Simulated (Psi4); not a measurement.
**SiH3O4 (SMILES [O][Si](O)(O)O): a chain of runs**

Aim: a series of 8 runs (U-r2SCAN-D4/def2-SVP) of H3O4Si. 

Program for the calculation: Psi4 1.11.

### 1 The molecule

SiH3O4 has 8 atoms, charge 0, and is taken as a doublet. As SMILES, `[O][Si](O)(O)O`. The coordinates come from a PBE0-D4/def2-TZVP relaxation. This is one conformer, not always the lowest.

Bond lengths: O1–Si2 1.656 Å, Si2–O3 1.631 Å, Si2–O4 1.622 Å, Si2–O5 1.624 Å, O3–H6 0.959 Å, O4–H7 0.959 Å, O5–H8 0.958 Å. Angles: O1–Si2–O3 102.2°, O1–Si2–O4 107.0°, O1–Si2–O5 116.5°, O3–Si2–O4 116.6°, O3–Si2–O5 108.2°, O4–Si2–O5 106.6°, Si2–O3–H6 117.6°, Si2–O4–H7 116.9°, Si2–O5–H8 118.2°.

### 2 The energy at U-r2SCAN-D4/def2-SVP (density fitting) (run 1)

Contents of calc.dat:

```
memory 1600 mb

molecule {
  0 2
  O     -1.417600     0.247800     1.193000
  Si    -0.195800     0.058700     0.091000
  O      1.117100    -0.067300     1.049800
  O     -0.249900     1.339100    -0.902700
  O     -0.266300    -1.263500    -0.849700
  H      1.271400     0.633000     1.686700
  H     -0.094000     1.173100    -1.833800
  H     -0.165000    -2.120800    -0.434300
  units angstrom
  symmetry c1
}

set {
  basis     def2-SVP
  reference uks
}

e_tot, wfn = energy("r2scan-d4", return_wfn=True)
```

On the command line:

```
$ psi4 -i calc.dat -o calc.out -n 1
```

calc.out:

```text
[...]
  Running in c1 symmetry.
[...]
  Nuclear repulsion =  257.364163159559894
[...]
  Multiplicity = 2
[...]
  Nalpha       = 25
  Nbeta        = 24
[...]
    Number of basis functions: 89
[...]
   @DF-UKS iter   1:  -591.39071018654488   -2.24923e-01   1.18643e-02 DIIS/ADIIS
[...]
   @DF-UKS iter  13:  -591.79961228361117   -8.72656e-07   5.69619e-07 DIIS
[...]
   @S^2 Observed:                7.537202175E-01
[...]
  @DF-UKS Final Energy:  -591.79961228361117
   => Energetics <=
    Nuclear Repulsion Energy =            257.3641631595598938
    One-Electron Energy =               -1329.8834376317827264
    Two-Electron Energy =                 537.1354691175301923
    DFT Exchange-Correlation Energy =     -56.4144392114578324
    Empirical Dispersion Energy =          -0.0013677174606154
    VV10 Nonlocal Energy =                  0.0000000000000000
    Total Energy =                       -591.7996122836111681
[...]
 Multipole Moments:
 ------------------------------------------------------------------------------------
     Multipole            Electronic (a.u.)      Nuclear  (a.u.)        Total (a.u.)
 ------------------------------------------------------------------------------------
 L = 1.  Multiply by 2.5417464519 to convert [e a0] to [Debye]
 Dipole X            :         -0.8081760            1.4672624            0.6590863
 Dipole Y            :          0.2161593           -0.4553827           -0.2392234
 Dipole Z            :          0.6168685           -0.8352359           -0.2183675
 Magnitude           :                                                    0.7343752
[...]
```

It took 44 s on 1 thread of AMD EPYC 7R43 (Zen 3), shared host; peak memory 1.1 GiB.

### 3 The distorted shape: the energy at U-r2SCAN-D4/def2-SVP (density fitting) (run 2)

Contents of job.in:

```
memory 1600 MB

molecule geom {
  0 2
  O
  Si 1 1.656188
  O 2 1.630607 1 102.21364
  O 2 1.621663 3 116.62692 1 116.34852
  O 2 1.624223 4 106.64247 1 125.36442
  H 3 0.959099 2 117.61851 4 61.98891
  H 4 0.8148 2 116.94023 5 -14.67852
  H 5 0.958009 2 118.21315 4 174.49635
  symmetry c1
}

set {
  basis     def2-SVP
  reference uks
}

set reference uhf
set stability_analysis follow
set max_attempts 5
energy('scf')
set reference uks
set stability_analysis none
set guess read
set guess_mix false

energy('r2scan-d4')
print_variables()
```

On the command line:

```
$ psi4 -i job.in -o job.out -n 1
```

job.out:

```text
[...]
  Running in c1 symmetry.
[...]
  Nuclear repulsion =  258.419189031808912
[...]
  Multiplicity = 2
[...]
  Nalpha       = 25
  Nbeta        = 24
[...]
    Number of basis functions: 89
[...]
   @DF-UHF iter   1:  -589.70189428890990   -1.12390e+00   7.40597e-03 DIIS/ADIIS
[...]
   @DF-UKS iter  12:  -591.76831393694488   -7.46086e-08   7.93816e-07 DIIS
[...]
   @S^2 Observed:                7.536766580E-01
[...]
  @DF-UKS Final Energy:  -591.76831393694488
   => Energetics <=
    Nuclear Repulsion Energy =            258.4191890318089122
    One-Electron Energy =               -1331.6615809616973820
    Two-Electron Energy =                 537.9687567788085971
    DFT Exchange-Correlation Energy =     -56.4933122507349808
    Empirical Dispersion Energy =          -0.0013665351299001
    VV10 Nonlocal Energy =                  0.0000000000000000
    Total Energy =                       -591.7683139369448782
[...]
 Multipole Moments:
 ------------------------------------------------------------------------------------
     Multipole            Electronic (a.u.)      Nuclear  (a.u.)        Total (a.u.)
 ------------------------------------------------------------------------------------
 L = 1.  Multiply by 2.5417464519 to convert [e a0] to [Debye]
 Dipole X            :         -0.0653837            0.2286004            0.1632167
 Dipole Y            :          0.1076040           -0.4555385           -0.3479346
 Dipole Z            :         -0.9970783            1.5876638            0.5905855
 Magnitude           :                                                    0.7046200
[...]
```

Wall time 45 s (1 thread of AMD EPYC 7R43 (Zen 3), shared host); peak memory 1.1 GiB.

Runs 3 to 5 aren't shown in full; the table further down has their settings and results.

### 4 The distorted shape: the energy at U-r2SCAN-D4/def2-SVP (density fitting) (run 6)

Contents of h3o4si.inp:

```
memory 1600 MB

molecule geom {
  0 2
  O
  Si 1 r2
  O 2 r3 1 a3
  O 2 r4 3 a4 1 d4
  O 2 r5 4 a5 1 d5
  H 3 r6 2 a6 4 d6
  H 4 r7 2 a7 5 d7
  H 5 r8 2 a8 4 d8

  r2 = 1.656188
  r3 = 1.630607
  a3 = 102.21364
  r4 = 1.621663
  a4 = 116.62692
  d4 = 116.34852
  r5 = 1.624223
  a5 = 106.64247
  d5 = 125.36442
  r6 = 0.959099
  a6 = 117.61851
  d6 = 61.98891
  r7 = 1.7254
  a7 = 116.94021
  d7 = -14.67851
  r8 = 0.958009
  a8 = 118.21315
  d8 = 174.49635
  symmetry c1
}

set basis def2-SVP
set reference uks

set reference uhf
set stability_analysis follow
set max_attempts 5
energy("scf")
set reference uks
set stability_analysis none
set guess read
set guess_mix false

energy("r2scan-d4")
print_variables()
```

On the command line:

```
$ psi4 -i h3o4si.inp -o h3o4si.out -n 1
```

h3o4si.out:

```text
[...]
  Running in c1 symmetry.
[...]
  Nuclear repulsion =  254.103706048429984
[...]
  Multiplicity = 2
[...]
  Nalpha       = 25
  Nbeta        = 24
[...]
    Number of basis functions: 89
[...]
   @DF-UHF iter   1:  -589.45218464250513   -1.38097e+00   7.75466e-03 DIIS/ADIIS
[...]
   @DF-UKS iter  12:  -591.65794765117062   -1.48752e-08   2.64423e-07 DIIS
[...]
   @S^2 Observed:                9.882711851E-01
[...]
  @DF-UKS Final Energy:  -591.65794765117062
   => Energetics <=
    Nuclear Repulsion Energy =            254.1037060484299843
    One-Electron Energy =               -1323.6512524286176813
    Two-Electron Energy =                 534.1280040972089864
    DFT Exchange-Correlation Energy =     -56.2369668495921005
    Empirical Dispersion Energy =          -0.0014385185998431
    VV10 Nonlocal Energy =                  0.0000000000000000
    Total Energy =                       -591.6579476511706162
[...]
 Multipole Moments:
 ------------------------------------------------------------------------------------
     Multipole            Electronic (a.u.)      Nuclear  (a.u.)        Total (a.u.)
 ------------------------------------------------------------------------------------
 L = 1.  Multiply by 2.5417464519 to convert [e a0] to [Debye]
 Dipole X            :         -0.1194709            0.3255409            0.2060700
 Dipole Y            :         -0.2713190            0.0457908           -0.2255282
 Dipole Z            :         -1.5044588            2.2370439            0.7325851
 Magnitude           :                                                    0.7937309
[...]
```

It took 48 s on 1 thread of AMD EPYC 7R43 (Zen 3), shared host; peak memory 1.1 GiB.

Run 7 isn't shown in full; the table further down has it.

### 5 The distorted shape: a single-point energy at U-r2SCAN-D4/def2-SVP (density fitting) (run 8)

Contents of job.py:

```python
import psi4

psi4.set_memory(1600000000)
psi4.set_num_threads(1)
psi4.core.set_output_file('psi4.out', False)

molecule = psi4.geometry("""
0 2
O     -3.26808102     1.09565187     5.77342889
Si    -0.95921364     0.73830466     3.69095071
O      1.52180779     0.50019917     5.50282011
O     -1.06144783     3.15790999     1.81312986
O     -1.09243933    -1.76029122     1.91328534
H      1.81339253     1.82357437     6.70638668
H     -0.17763426     2.21683772    -3.46537977
H     -0.90101008    -3.38035343     2.69827757
units au
symmetry c1
""")

psi4.set_options(dict(basis='def2-SVP', reference='uks'))

psi4.set_options({'reference': 'uhf', 'stability_analysis': 'follow', 'max_attempts': 5})
psi4.energy('scf')
psi4.set_options({'reference': 'uks', 'stability_analysis': 'none', 'guess': 'read', 'guess_mix': False})

E = psi4.energy('r2scan-d4', molecule=molecule)
print(f'total energy {E:.8f} hartree = {E * 27.211386:.5f} eV')
```

On the command line:

```
$ python job.py
```

psi4.out:

```text
[...]
  Running in c1 symmetry.
[...]
  Nuclear repulsion =  251.689146991566730
[...]
  Multiplicity = 2
[...]
  Nalpha       = 25
  Nbeta        = 24
[...]
    Number of basis functions: 89
[...]
   @DF-UHF iter   1:  -589.24645958050223   -1.27866e+00   8.12933e-03 ADIIS/DIIS
[...]
   @DF-UKS iter  15:  -591.60836387576137   -7.24010e-08   5.01230e-07 DIIS
[...]
   @S^2 Observed:                1.718476109E+00
[...]
  @DF-UKS Final Energy:  -591.60836387576137
   => Energetics <=
    Nuclear Repulsion Energy =            251.6891469915667301
    One-Electron Energy =               -1317.9452130159584158
    Two-Electron Energy =                 530.9057302911616034
    DFT Exchange-Correlation Energy =     -56.2566391137114081
    Empirical Dispersion Energy =          -0.0013890288198020
    VV10 Nonlocal Energy =                  0.0000000000000000
    Total Energy =                       -591.6083638757613699
[...]
 Multipole Moments:
 ------------------------------------------------------------------------------------
     Multipole            Electronic (a.u.)      Nuclear  (a.u.)        Total (a.u.)
 ------------------------------------------------------------------------------------
 L = 1.  Multiply by 2.5417464519 to convert [e a0] to [Debye]
 Dipole X            :         -1.2281899            1.7501194            0.5219295
 Dipole Y            :          0.2847567           -0.7565650           -0.4718083
 Dipole Z            :          3.0615493           -2.5245789            0.5369704
 Magnitude           :                                                    0.8850710
[...]
```

The script printed:

```text
total energy -591.60836388 hartree = -16098.48355 eV
```

It took 60 s on 1 thread of AMD EPYC 7R43 (Zen 3), shared host; peak memory 1.1 GiB.

### 6 The series

```csv
run,start,partner,energy (Eh),dipole moment (D),HOMO energy (eV),LUMO energy (eV),wall time
1,–,base,-591.799612,1.87,-7.24,-5.27,44 s
2,stable UHF solution,O4–H7 0.81 Å,-591.768314,1.79,-7.29,-5.32,45 s
3,stable UHF solution,O4–H7 1.10 Å,-591.785962,1.96,-7.19,-5.24,43 s
4,stable UHF solution,O4–H7 1.25 Å,-591.756710,2.06,-7.16,-5.23,43 s
5,stable UHF solution,O4–H7 1.44 Å,-591.713143,2.15,-7.15,-5.24,53 s
6,stable UHF solution,O4–H7 1.73 Å,-591.657948,2.02,-7.20,-5.46,48 s
7,stable UHF solution,O4–H7 2.11 Å,-591.624471,1.80,-7.39,-5.83,47 s
8,stable UHF solution,O4–H7 2.88 Å,-591.608364,2.25,-7.66,-6.17,60 s
```

### 7 Results

| quantity | value |
| --- | --- |
| distorted shape, run 8: total energy | -591.60836 Eh |
| distorted shape, run 8: dipole moment | 2.25 D |
| distorted shape, run 8: HOMO energy (highest over α and β) | -7.66 eV |
| distorted shape, run 8: LUMO energy (lowest over α and β) | -6.17 eV |
| distorted shape, run 8: dispersion energy | -3.65 kJ/mol |
| distorted shape, run 8: ⟨S²⟩ | 1.718 |
| energy change with the O4–H7 bond stretched from 0.959 to 1.725 Å | 3.855 eV |
| energy change with the O4–H7 bond stretched from 0.959 to 2.109 Å | 4.766 eV |
| energy change with the O4–H7 bond stretched from 0.959 to 1.246 Å | 1.167 eV |
| energy change with the O4–H7 bond stretched from 0.959 to 1.438 Å | 2.353 eV |
| energy change with the O4–H7 bond stretched from 0.959 to 1.102 Å | 0.371 eV |
| energy change with the O4–H7 bond shortened from 0.959 to 0.815 Å | 0.852 eV |
| energy change with the O4–H7 bond stretched from 0.959 to 2.876 Å | 5.204 eV |

**Reading.** With the O4–H7 bond stretched from 0.959 to 1.725 Å the energy rises by 3.85 eV (89 kcal/mol). The first shape isn't relaxed at this level, so the change isn't measured from a minimum. With the O4–H7 bond stretched from 0.959 to 2.109 Å the energy rises by 4.77 eV (110 kcal/mol). With the O4–H7 bond stretched from 0.959 to 1.246 Å the energy rises by 1.17 eV (113 kJ/mol). With the O4–H7 bond stretched from 0.959 to 1.438 Å the energy rises by 2.35 eV (227 kJ/mol). With the O4–H7 bond stretched from 0.959 to 1.102 Å the energy rises by 0.37 eV (8.6 kcal/mol). With the O4–H7 bond shortened from 0.959 to 0.815 Å the energy rises by 0.85 eV (19.6 kcal/mol). The lowest energy is that of run 1; the highest lies 5.204 eV above it. Spin contamination of the reference: run 8 ⟨S²⟩ = 1.72, run 7 ⟨S²⟩ = 1.44, run 6 ⟨S²⟩ = 0.99. Where it is this large, the reference is a mixture of spin states, and values that rest on it are in doubt. All runs together took 6.4 min, the longest 60 s.
